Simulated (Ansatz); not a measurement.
# MoS2 sheet: levels of theory

The task, for MoS2 sheet: compare levels of theory; the runs are relaxing the atoms and single point.

Method: DFT PBEsol, scalar-relativistic, plane waves, PAW, and further levels as typed in the inputs, in Ansatz 0.2.0.

## 1. The structure to begin with

The structure is hexagonal, space group P-6m2 (No. 187). Conventional cell: a = 3.128 Å, b = 3.128 Å, c = 21.130 Å, α = 90.00°, β = 90.00°, γ = 120.00°. Around S (site symmetry 3m) lie 3 Mo at 2.39 Å. Mo (site symmetry -6m2) has 6 S at 2.39 Å as nearest neighbours.

As a file:

```cif
data_structure
_symmetry_space_group_name_H-M 'P-6m2'
_symmetry_Int_Tables_number 187
_cell_length_a 3.1284
_cell_length_b 3.1284
_cell_length_c 21.1300
_cell_angle_alpha 90.000
_cell_angle_beta 90.000
_cell_angle_gamma 120.000
_cell_volume 179.09
loop_
_atom_site_label
_atom_site_type_symbol
_atom_site_symmetry_multiplicity
_atom_site_Wyckoff_symbol
_atom_site_fract_x
_atom_site_fract_y
_atom_site_fract_z
_atom_site_occupancy
S1 S 2 h 0.33333 0.66667 0.42593 1
Mo1 Mo 1 b 0.00000 0.00000 0.50000 1
```

## 2. Relaxing the atoms: MoS2 sheet, no spin

Contents of input.yaml:

```yaml
crystal:
  lattice:
    - [3.1284, 0.0, 0.0]
    - [-1.5642, 2.7092738732, 0.0]
    - [0.0, 0.0, 21.13]
  atoms:
    - { symbol: S, position: [0.6666666667, 0.3333333333, 0.42593469] }
    - { symbol: Mo, position: [0.3333333333, 0.6666666667, 0.5] }
    - { symbol: S, position: [0.6666666667, 0.3333333333, 0.57406531] }
  periodic: [true, true, false]
scf:
  occupations: { method: gaussian, width: 0.02 }
  n_extra_bands: 6
output:
  forces: true
  stress: false
  write_density: true
  write_potential: true
  elf: true
  volumetric_format: npy
kpoints:
  mp_grid: { grid: [12, 12, 1] }
hamiltonian:
  xc: pbesol
relax:
  f_tol: 0.003
  max_steps: 100
```

The run is started by

```sh
$ ansatz run input.yaml --threads 4 --pin off --max-ram 14336MiB --backend cpu --events-out ev --progress --plain --runs-dir out
```

Log, cut to the lines that bear on the results:

```text
Warning: crystal.periodic: the lattice vector that does not repeat stood 0.000° off the slab's normal, 21.130 Å along it as the deck builds it. The run solves the slab on a vector along the normal, 30.060 Å long, with every atom where it was (on the deck's vector they left 18.00 Å outside [...]
Warning: RAYON_NUM_THREADS=4 ignored (pool sized by the plan → 4); use --threads N
[...]
scf.n_extra_bands = 6 over 13 filled bands (N_el = 26.0): the run solves 19 bands
[...]
Pseudopotentials: kind: paw
Pseudopotential: S, paw, valence charge 6, recommended cutoff 420 eV (normal), S.paw.azcp
Pseudopotential: Mo, paw, valence charge 14, recommended cutoff 420 eV (normal), Mo.paw.azcp
Functional definition: PBEsol
[...]
Crystal: 3 atoms, lattice volume = 254.779 Å³
Basis set: ecut = 420 eV, 4937 PW (Γ), exchange–correlation on 48×48×432 points (8 copies of the dense FFT grid, shifted against one another)
Bands: 19, of which v1, the nominal top of the filled ones, is band 13 counted from 1 (12 counted from 0)
Symmetry: 12 space group operations
Space group: P-6m2 (ITA 187), of the structure as read, at distance tolerance 6.3e-5 Å
k-points: 19 of 144 (time reversal used)
[...]
SCF iter   1: F=—  HF=-6670.137408 eV  |F-HF|=—  |Δ(HF+E_count)|=         —  Δρ=3.36e-3  dr2=3.81e-2  ethr=1.77e-3  ⟨swp⟩=18.3  Hψ=4042  notcnv=0  defer=1
[...]
relax step   1: F+E_penalty+E_count = -6670.14067338 eV  Δ(F+E_penalty+E_count) = +0.000e0 eV  max|allowed force component| = 4.647e-2 eV/Å  Δτ_max = 0.0000 Å  (6 SCF iters, dr2 threshold 2.25e-7 eV, accepted)
[...]
relax step   2: F+E_penalty+E_count = -6670.14076813 eV  Δ(F+E_penalty+E_count) = -9.475e-5 eV  max|allowed force component| = 1.765e-2 eV/Å  Δτ_max = 0.0033 Å  (5 SCF iters, dr2 threshold 1.35e-7 eV, accepted)
[...]
relax step   3: F+E_penalty+E_count = -6670.14078404 eV  Δ(F+E_penalty+E_count) = -1.591e-5 eV  max|allowed force component| = 1.734e-5 eV/Å  Δτ_max = 0.0009 Å  (5 SCF iters, accepted)
NSCF: frozen V_eff on 19 k-points
[...]
SCF converged after 5 iterations
Free energy (F): -6670.140784 eV
[...]
E sigma→0 (E₀):  -6670.140784 eV
Fermi energy:    -5.022668 eV
[...]
--- Forces (eV/Å), atoms counted from 1 ---
  atom   1  S     -0.00000000    -0.00000000    -0.00001734
  atom   2  Mo     0.00000000     0.00000000     0.00000000
  atom   3  S      0.00000000    -0.00000000     0.00001734
[...]
--- Band table (eV; the first three rows and the last of 19) ---
  k-point 0: bands = ["-66.6465", "-40.8627", "-40.5801", "-40.5801", "-20.2172", "-18.8574", "-11.7585", "-8.5485", "-8.5485", "-7.8485", "-7.3831", "-7.3831", "-6.0749", "-3.0272", "-3.0272", "-2.7612", "-2.7612", "-0.4155", "-0.3003"]
[...]
--- Relaxed structure (3 steps of the walk, 3 accepted, 0 SCFs on fresh bases) ---
  F+E_penalty+E_count = -6670.14078404 eV   max|allowed force component| = 1.734e-5 eV/Å
  cell:  # Å, volume = 254.7793 Å³
    - [3.1284000000004397, 0.0, 0.0]
    - [-1.5642000000002199, 2.709273873199619, 0.0]
    - [0.0, 0.0, 30.060000001200002]
  atoms:
    - { symbol: S, position: [0.6666666666666667, 0.33333333333333337, 0.2994804371985161] }
    - { symbol: Mo, position: [0.33333333333333337, 0.6666666666666667, 0.35146373917425966] }
    - { symbol: S, position: [0.6666666666666667, 0.33333333333333337, 0.40344704115000324] }
```

Wall time 5.3 s (4 threads of Intel Xeon Platinum 8488C (Sapphire Rapids), shared host); peak memory 0.57 GiB.

The steps of the relaxation:

```
step  E - E(step 1) (eV/cell)  largest force component (eV/Å)
   1                   0.0000                          0.0465
   2                  -0.0001                          0.0177
   3                  -0.0001                          0.0000
```

Step 1 is the start.

Density in a lattice plane of the grid's cell (edges 3.13 and 30.06 Å, at 0.333 of the third edge), which holds S.

Ten even steps from '0' (0.00 e/Å³) to '9' (1.11 e/Å³):
```
000000
000000
000000
000000
000000
000000
000000
000000
000000
000000
000010
414929
495222
414919
000000
000000
000000
000000
000000
000000
```
Columns run along the first of these edges and rows up along the second, over one cell in 6 and 20 even steps from the bottom left corner. Atoms in the plane (fractional): S at (0.67, 0.30), S at (0.67, 0.40).

ELF in the same plane.

Ten even steps from '0' (0.00) to '9' (0.88):
```
000000
000000
000000
000000
000000
000000
000000
000000
000000
000000
203998
827707
242222
827707
202898
000000
000000
000000
000000
000000
```
Columns run along the first of these edges and rows up along the second, over one cell in 6 and 20 even steps from the bottom left corner. Atoms in the plane (fractional): S at (0.67, 0.30), S at (0.67, 0.40).

Both are smooth fields of the valence electrons: close to the nuclei they are not physical.

Outside the cores ELF peaks at 0.95 beside S, off the lines to its neighbours, 0.8 Å from S; 0.86 on the S–Mo line, 0.8 Å from S; 0.86 in the shell around S, 0.8 Å from S.

## 3. Single point: LDA with spin-orbit coupling

It takes the final geometry of step 2.

Contents of input.yaml:

```yaml
crystal:
  lattice:
    - [3.1284, 0.0, 0.0]
    - [-1.5642, 2.7092738732, 0.0]
    - [0.0, 0.0, 30.0600000012]
  atoms:
    - { symbol: S, position: [0.6666666667, 0.3333333333, 0.2994804372] }
    - { symbol: Mo, position: [0.3333333333, 0.6666666667, 0.3514637392] }
    - { symbol: S, position: [0.6666666667, 0.3333333333, 0.4034470412] }
  periodic: [true, true, false]
scf:
  occupations: { method: gaussian, width: 0.01 }
  n_extra_bands: 8
output:
  eigenvalues: true
  eigenstates:
    kpoints:
      - [0.333333, 0.333333, 0.0]
      - [0.0, 0.0, 0.0]
      - [0.116667, 0.116667, 0.0]
      - [0.133333, 0.133333, 0.0]
      - [0.15, 0.15, 0.0]
      - [0.166667, 0.166667, 0.0]
      - [0.183333, 0.183333, 0.0]
      - [0.2, 0.2, 0.0]
      - [0.216667, 0.216667, 0.0]
    top_band: c8
    e_range: [-2.5, 3]
kpoints:
  mp_grid: { grid: [12, 12, 1] }
hamiltonian:
  xc: lda
  pseudopotentials: { kind: paw_fr }
magnetization:
  noncollinear: true
  spin_orbit: true
```

The run is started by

```sh
$ ansatz run input.yaml --threads 4 --pin off --max-ram 14336MiB --backend cpu --events-out ev --progress --plain --runs-dir out
```

Log, cut to the lines that bear on the results:

```text
Warning: RAYON_NUM_THREADS=4 ignored (pool sized by the plan → 4); use --threads N
scf.n_extra_bands = 8 over 26 filled bands (N_el = 26.0): the run solves 34 bands
[...]
Pseudopotentials: kind: paw_fr
Pseudopotential: S, paw_fr, valence charge 6, recommended cutoff 420 eV (normal), S.paw.azcp#standard-fr
Pseudopotential: Mo, paw_fr, valence charge 14, recommended cutoff 420 eV (normal), Mo.paw.azcp#standard-fr
Functional definition: SPW92
[...]
non-collinear run that drives no moment, with spin-orbit: no starting moment large enough to seed its density (crystal.atoms[].spin), no starting occupations that ask for one, no magnetisation constraint and no magnetic field, so the semilocal B_xc is pinned to zero
Crystal: 3 atoms, lattice volume = 254.779 Å³
Basis set: ecut = 420 eV, 4937 PW (Γ)
Bands: 34, of which v1, the nominal top of the filled ones, is band 26 counted from 1 (25 counted from 0)
[...]
SCF iter   1: F=—  HF=-6587.355850 eV  |F-HF|=—  |Δ(HF+E_count)|=         —  Δρ=3.94e-2  dr2=5.68e0  dr2_m=0.00e0 (ungated)  ethr=3.10e-3  |M|=0.00e0 ∫|m|=0.00e0 μB  |m|>n=0.0e0 m-floor=0.0e0 τ_xc=0.0e0  β_m=0.30  ⟨swp⟩=19.6  Hψ=6166  notcnv=0
[...]
SCF iter   9: F=-6585.910977 eV  HF=-6585.910977 eV  |F-HF|=1.10e-8  |Δ(HF+E_count)|=   2.96e-7  Δρ=3.05e-6  dr2=2.45e-8  dr2_m=0.00e0 (ungated)  ethr=3.85e-10  |M|=0.00e0 ∫|m|=0.00e0 μB  |m|>n=0.0e0 m-floor=0.0e0 τ_xc=0.0e0  ⟨swp⟩=14.1  Hψ=3554  notcnv=0
[...]
NSCF: frozen V_eff on 9 k-points
SCF converged after 9 iterations
Magnetization: |M| = 0.0000 μB,  M = (+0.0000, +0.0000, +0.0000) μB
Absolute magnetization: 0.0000 μB (∫|m|)
  site 0: m = (+0.0000, +0.0000, +0.0000) μB, |m| = 0.0000 μB  (R = 0.99 Å)
  site 1: m = (+0.0000, +0.0000, +0.0000) μB, |m| = 0.0000 μB  (R = 0.99 Å)
  site 2: m = (+0.0000, +0.0000, +0.0000) μB, |m| = 0.0000 μB  (R = 0.99 Å)
Free energy (F): -6585.910977 eV
[...]
E sigma→0 (E₀):  -6585.910977 eV
Fermi energy:    -5.191680 eV
[...]
--- Band table (eV; the first three rows and the last of 19) ---
[...]
```

Wall time 17 s (4 threads of Intel Xeon Platinum 8488C (Sapphire Rapids), shared host); peak memory 1.1 GiB.

## 4. Single point: r2SCAN with spin-orbit coupling

It takes the final geometry of step 2.

Edit input.yaml of step 3 so:

```diff
@@ -31,3 +31,3 @@
 hamiltonian:
-  xc: lda
+  xc: r2scan
   pseudopotentials: { kind: paw_fr }
```

The run is started by

```sh
$ ansatz run input.yaml --threads 4 --pin off --max-ram 14336MiB --backend cpu --events-out ev --progress --plain --runs-dir out
```

Log, cut to the lines that bear on the results:

```text
Warning: RAYON_NUM_THREADS=4 ignored (pool sized by the plan → 4); use --threads N
scf.n_extra_bands = 8 over 26 filled bands (N_el = 26.0): the run solves 34 bands
[...]
[... 1 set-up line as earlier in the session ...]
Pseudopotential: S, paw_fr, valence charge 6, recommended cutoff 500 eV (meta_gga), S.paw.azcp#standard-fr
Pseudopotential: Mo, paw_fr, valence charge 14, recommended cutoff 500 eV (meta_gga), Mo.paw.azcp#standard-fr
Functional definition: r2SCAN
[...]
non-collinear run that drives no moment, with spin-orbit: no starting moment large enough to seed its density (crystal.atoms[].spin), no starting occupations that ask for one, no magnetisation constraint and no magnetic field, so the semilocal B_xc is pinned to zero
Crystal: 3 atoms, lattice volume = 254.779 Å³
Basis set: ecut = 500 eV, 6481 PW (Γ), exchange–correlation on 96×96×900 points (64 copies of the dense FFT grid, shifted against one another)
[...]
SCF iter   9: F=-6775.763657 eV  HF=-6775.763657 eV  |F-HF|=4.24e-8  |Δ(HF+E_count)|=   7.14e-8  Δρ=4.77e-6  dr2=5.97e-8  dr2_τ=1.07e-9  dr2_m=0.00e0 (ungated)  ethr=3.85e-10  |M|=0.00e0 ∫|m|=0.00e0 μB  |m|>n=0.0e0 m-floor=0.0e0 τ_xc=0.0e0  ⟨swp⟩=16.1  Hψ=3180  notcnv=0
[...]
NSCF: frozen V_eff on 9 k-points
SCF converged after 9 iterations
Magnetization: |M| = 0.0000 μB,  M = (+0.0000, +0.0000, +0.0000) μB
Absolute magnetization: 0.0000 μB (∫|m|)
  site 0: m = (+0.0000, +0.0000, +0.0000) μB, |m| = 0.0000 μB  (R = 0.99 Å)
  site 1: m = (+0.0000, +0.0000, +0.0000) μB, |m| = 0.0000 μB  (R = 0.99 Å)
  site 2: m = (+0.0000, +0.0000, +0.0000) μB, |m| = 0.0000 μB  (R = 0.99 Å)
Free energy (F): -6775.763657 eV
[...]
E sigma→0 (E₀):  -6775.763657 eV
Fermi energy:    -5.100554 eV
[...]
--- Band table (eV; the first three rows and the last of 19) ---
[...]
  the weakly bound empty levels are not read free of the cell's end (spinor_tau)
```

Wall time 30 s (4 threads of Intel Xeon Platinum 8488C (Sapphire Rapids), shared host); peak memory 1.9 GiB.

## 5. Single point: HSE06 with spin-orbit coupling, mesh 6×6×1

It takes the final geometry of step 2.

Edit input.yaml of step 4 so:

```diff
@@ -28,6 +28,10 @@
     e_range: [-2.5, 3]
+  write_density: true
+  write_potential: true
+  elf: true
+  volumetric_format: npy
 kpoints:
-  mp_grid: { grid: [12, 12, 1] }
+  mp_grid: { grid: [6, 6, 1] }
 hamiltonian:
-  xc: r2scan
+  xc: hse06
   pseudopotentials: { kind: paw_fr }
```

The run is started by

```sh
$ ansatz run input.yaml --threads 4 --pin off --max-ram 14336MiB --backend cpu --events-out ev --progress --plain --runs-dir out
```

Log, cut to the lines that bear on the results:

```text
Warning: RAYON_NUM_THREADS=4 ignored (pool sized by the plan → 4); use --threads N
scf.n_extra_bands = 8 over 26 filled bands (N_el = 26.0): the run solves 34 bands
[...]
[... 3 set-up lines as earlier in the session ...]
Functional definition: HSE06
[...]
non-collinear run that drives no moment, with spin-orbit: no starting moment large enough to seed its density (crystal.atoms[].spin), no starting occupations that ask for one, no magnetisation constraint and no magnetic field, so the semilocal B_xc is pinned to zero
Crystal: 3 atoms, lattice volume = 254.779 Å³
Basis set: ecut = 420 eV, 4937 PW (Γ)
Bands: 34, of which v1, the nominal top of the filled ones, is band 26 counted from 1 (25 counted from 0)
Symmetry: 12 space group operations + 12 with time reversal
Magnetic group: BNS 187.210 (UNI 1440), of the structure as read, at distance tolerance 6.3e-5 Å
[...]
hybrid outer 2: dexx = +2.799e-7 eV, tail = 8.58e-8 eV, Δε = 1.82e-3 eV (about 1.59e-4 eV left of the loop's levels)
NSCF: frozen V_eff on 9 k-points
WARN: The output density's exchange-correlation potential varies sharply where the density is thin. Do not read a vacuum level from v_tot or v_xc, or from such a field of the output density. On a cell that repeats whose density bears no net charge and no dipole along the vacuum's axis use [...]
hybrid SCF converged: 2 outer / 11 inner (+7 warm-up), last move |dexx| = 2.80e-7 eV, tail = 8.58e-8 eV
Magnetization: |M| = 0.0000 μB,  M = (+0.0000, +0.0000, +0.0000) μB
Absolute magnetization: 0.0000 μB (∫|m|)
  site 0: m = (+0.0000, +0.0000, +0.0000) μB, |m| = 0.0000 μB  (R = 0.99 Å)
  site 1: m = (+0.0000, +0.0000, +0.0000) μB, |m| = 0.0000 μB  (R = 0.99 Å)
  site 2: m = (+0.0000, +0.0000, +0.0000) μB, |m| = 0.0000 μB  (R = 0.99 Å)
Free energy (F): -6764.744005 eV
Frozen-core exchange: fock
[...]
E sigma→0 (E₀):  -6764.744005 eV
Fermi energy:    -5.117602 eV
[...]
--- Band table (eV; the first three rows and the last of 7) ---
[...]
  the weakly bound empty levels are not read free of the cell's end (exact_exchange)
```

Wall time 4.8 min (4 threads of Intel Xeon Platinum 8488C (Sapphire Rapids), shared host); peak memory 7.8 GiB.

Density in a lattice plane of the grid's cell (edges 3.13 and 30.06 Å, at 0.333 of the third edge), which holds S.

Ten even steps from ' ' (0.00 e/Å³) to '@' (1.10 e/Å³):
```
            
            
            
            
            
            
            
            
            
            
        ..  
==..==@@::@@
==@@++::::::
==..==@@..@@
            
            
            
            
            
            
```
Columns run along the first of these edges and rows up along the second, over one cell in 6 and 20 even steps from the bottom left corner. Atoms in the plane (fractional): S at (0.67, 0.30), S at (0.67, 0.40).

ELF in the same plane.

Values, 12 rows by 6 columns:
```
0.00 0.00 0.00 0.00 0.00 0.00
0.00 0.00 0.00 0.00 0.00 0.00
0.00 0.00 0.00 0.00 0.00 0.00
0.00 0.00 0.00 0.00 0.00 0.00
0.00 0.00 0.00 0.00 0.00 0.00
0.00 0.00 0.00 0.02 0.04 0.02
0.68 0.12 0.66 0.85 0.68 0.84
0.22 0.17 0.24 0.55 0.60 0.55
0.22 0.01 0.23 0.77 0.86 0.76
0.00 0.00 0.00 0.00 0.00 0.00
0.00 0.00 0.00 0.00 0.00 0.00
0.00 0.00 0.00 0.00 0.00 0.00
```
Columns run along the first of these edges and rows up along the second, over one cell in 6 and 12 even steps from the bottom left corner. Atoms in the plane (fractional): S at (0.67, 0.30), S at (0.67, 0.40).

Both are smooth fields of the valence electrons: close to the nuclei they are not physical.

Maxima of ELF outside the ion cores: 0.96 beside S, off the lines to its neighbours, 0.8 Å from S; 0.87 on the S–Mo line, 0.8 Å from S; 0.49 between the atoms, 1.8 Å from Mo.

## 6. The runs side by side

```
step                            level   k mesh  energy (eV)  gap on the mesh (eV)     time
   2                           PBEsol  12×12×1    -6670.141                  1.85    5.3 s
   3     LDA with spin-orbit coupling  12×12×1    -6585.911                  1.77     17 s
   4  r2SCAN with spin-orbit coupling  12×12×1    -6775.764                  1.89     30 s
   5   HSE06 with spin-orbit coupling    6×6×1    -6764.744                  2.24  4.8 min
```

Totals of different systems or levels have different zeros; only balanced differences at one level mean anything.

What this shows: The rows set the runs side by side; convergence of the settings was not tested in this session.
